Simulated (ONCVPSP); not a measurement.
# Pseudopotential generation for Ho: ONCV, BLYP

Aim: build the potential from the settings below, then test how well it stands in for the atom: other configurations, scattering, ghost states and the plane-wave cutoff that it needs.

Method: ONCVPSP 4.0.1, BLYP, scalar-relativistic.

## Step 1: Settings

The settings as typed:

- element: holmium (Ho, Z = 67)
- type: optimised norm-conserving Vanderbilt (ONCV)
- frozen core: [Kr] 4d10
- valence charge: 21
- reference configuration: 4f11 5s2 5p6 6s2
- partial waves: 5s+6s: rc 1.75 bohr, ncon 3, nbas 7, qcut 6.1 1/bohr, 2 projectors; 5p: rc 2.50 bohr, ncon 5, nbas 9, qcut 5.4 1/bohr, 1 projector; d scattering state at 0.17 Ha: rc 2.35 bohr, ncon 3, nbas 7, qcut 3.9 1/bohr, 2 projectors, debl 2.5 Ha; 4f: rc 1.35 bohr, ncon 4, nbas 8, qcut 10.2 1/bohr, 2 projectors, debl 1.2 Ha
- local potential: polynomial inside 1.20 bohr (lpopt 4, dvloc0 0 Ha)
- core correction: polynomial model core, fcfact 0.6

The nodes and maxima of the atom's own shells, from an earlier all-electron run, set the scale for the radii.

All-electron outer shells of the reference configuration (BLYP, scalar-relativistic, ld1.x):

| shell | level (eV) | outermost node (bohr) | outermost maximum (bohr) |
| --- | --- | --- | --- |
| 5s | -50.15 | 0.61 | 1.13 |
| 5p | -25.63 | 0.66 | 1.29 |
| 6s | -3.67 | 1.55 | 3.35 |
| 4f | -2.92 | – | 0.53 |
| 6p | -1.01 | 1.90 | 4.87 |
| 5d | -0.92 | 0.75 | 2.13 |

## Step 2: Generating the potential

Input file Ho.dat:

```
# ATOM AND REFERENCE CONFIGURATION
# atsym  z   nc   nv     iexc    psfile
  Ho 67.00    9    4  -106131      upf
#
#   n    l    f
    1    0    2.00
    2    0    2.00
    2    1    6.00
    3    0    2.00
    3    1    6.00
    3    2   10.00
    4    0    2.00
    4    1    6.00
    4    2   10.00
    4    3   11.00
    5    0    2.00
    5    1    6.00
    6    0    2.00
#
# PSEUDOPOTENTIAL AND OPTIMIZATION
# lmax
    3
#
#   l,   rc,      ep,       ncon, nbas, qcut
    0    1.75    0.00    3    7    6.10
    1    2.50    0.00    5    9    5.40
    2    2.35    0.17    3    7    3.90
    3    1.35    0.00    4    8   10.20
#
# LOCAL POTENTIAL
# lloc, lpopt,  rc(5),   dvloc0
    4    4    1.20    0.00
#
# VANDERBILT-KLEINMAN-BYLANDER PROJECTORs
# l, nproj, debl
    0    2    3.90
    1    1    2.50
    2    2    2.50
    3    2    1.20
#
# MODEL CORE CHARGE
# icmod, fcfact, rcfact
    1    0.60    0.00
#
# LOG DERIVATIVE ANALYSIS
# epsh1, epsh2, depsh
   -3.00    5.00    0.02
#
# OUTPUT GRID
# rlmax, drl
    6.00    0.01
#
# TEST CONFIGURATIONS
# ncnf
    4
# nvcnf
#   n    l    f
    4
    4    3   11.00
    5    0    2.00
    5    1    6.00
    6    0    1.00
#
    4
    4    3   11.00
    5    0    2.00
    5    1    6.00
    6    0    0.00
#
    4
    4    3   10.00
    5    0    2.00
    5    1    6.00
    6    0    0.00
#
    4
    4    3    9.00
    5    0    2.00
    5    1    6.00
    6    0    0.00
#
```

The run is started by

```sh
$ oncvpsp.x < Ho.dat > Ho.out
```

What does the calculation give? Wanted: cutoffs for 1 and 0.1 mHa per electron, occupied waves; bound ghosts; GHOST(+) flags; largest phase difference near zero energy, channels read; rms error of d²Exc/dn², without and with the model core; projector energies reset by the program.

As calculated:

| quantity | value |
| --- | --- |
| cutoffs for 1 and 0.1 mHa per electron, occupied waves | 132 Ha and 181 Ha |
| bound ghosts | none found |
| GHOST(+) flags | s at 139 eV, d at 178 eV |
| largest phase difference near zero energy, channels read | 0.129 rad |
| rms error of d²Exc/dn², without and with the model core | 5.00 and 2.19 mHa |
| projector energies reset by the program | d: 0.050, 2.550 Ha |

**Reading.** By its cutoff, 132 Ha for the looser tolerance, it is very hard. At the looser tolerance the 4f wave is the slowest; 5s needs 14 Ha. No bound ghost shows below the valence levels. Near zero energy the largest phase difference among the channels read is 0.13 rad, in the p channel. The program also flags highly localised states, GHOST(+) (s, d). These are tests on the free atom; a crystal test is still owed.
